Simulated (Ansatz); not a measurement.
# Mg3Se4: the cost of one run

Program: Ansatz 0.2.0. Level of theory: DFT PBE, scalar-relativistic, plane waves, PAW, unless a step names another level. These are calculated values, not measurements.

1 further run of the same task is left out (it didn't finish).

## 1. Starting point

Symmetry: P-3m1, No. 164, trigonal system. The conventional cell has a = 4.036 Å, b = 4.036 Å, c = 11.261 Å, α = 90.00°, β = 90.00°, γ = 120.00°. Around Mg (site symmetry -3m) lie 6 Se at 2.80 Å. Around Mg (site symmetry 3m) lie 6 Se at 2.65 to 2.84 Å. Around Se (site symmetry 3m) lie 6 Mg at 2.80 to 2.84 Å. Se (site symmetry 3m) has 1 Se at 2.40 Å and 3 Mg at 2.65 Å as nearest neighbours.

As a file:

```cif
data_structure
_symmetry_space_group_name_H-M 'P-3m1'
_symmetry_Int_Tables_number 164
_cell_length_a 4.0362
_cell_length_b 4.0362
_cell_length_c 11.2610
_cell_angle_alpha 90.000
_cell_angle_beta 90.000
_cell_angle_gamma 120.000
_cell_volume 158.87
loop_
_atom_site_label
_atom_site_type_symbol
_atom_site_symmetry_multiplicity
_atom_site_Wyckoff_symbol
_atom_site_fract_x
_atom_site_fract_y
_atom_site_fract_z
_atom_site_occupancy
Mg1 Mg 1 a 0.00000 0.00000 0.00000 1
Mg2 Mg 2 d 0.66667 0.33333 0.71830 1
Se1 Se 2 d 0.33333 0.66667 0.86196 1
Se2 Se 2 c 0.00000 0.00000 0.39353 1
```

It came out lowest among 29 distinct ends of the trial cells. At a tolerance of 0.02 Å it has space group P-3m1 (No. 164).

## 2. Tight relaxation for the response runs, on the response runs' mesh and smearing

input.yaml reads:

```yaml
crystal:
  lattice:
    - [4.0361528707, 0.0, 0.0]
    - [-2.0180764354, 3.4954109195, 0.0]
    - [0.0, 0.0, 11.2609554102]
  atoms:
    - { symbol: Mg, position: [0.0, 0.0, 0.0] }
    - { symbol: Mg, position: [0.6666666667, 0.3333333333, 0.7182954627] }
    - { symbol: Mg, position: [0.3333333333, 0.6666666667, 0.2817045373] }
    - { symbol: Se, position: [0.3333333333, 0.6666666667, 0.8619598593] }
    - { symbol: Se, position: [0.6666666667, 0.3333333333, 0.1380401407] }
    - { symbol: Se, position: [0.0, 0.0, 0.3935343141] }
    - { symbol: Se, position: [0.0, 0.0, 0.6064656859] }
basis:
  ecutwfc: 420
kpoints:
  mp_grid: { grid: [12, 12, 4] }
hamiltonian:
  xc: pbe
scf:
  occupations: { method: fixed }
output:
  forces: true
  stress: true
  eigenvalues: true
relax:
  adjacent_minimum: "off"
  f_tol: 0.001
  max_steps: 60
  cell: { stress_tol: 0.01 }
```

The run is started by

```console
$ ansatz run input.yaml --threads 3 --pin off --max-ram 7680MiB --backend cpu --events-out ev --progress --plain --runs-dir out
```

**Question.** How long does this run take on 3 threads of Arm Neoverse V2, shared host, and how much memory does it need?

About 45 s, with a peak of 0.74 GiB.
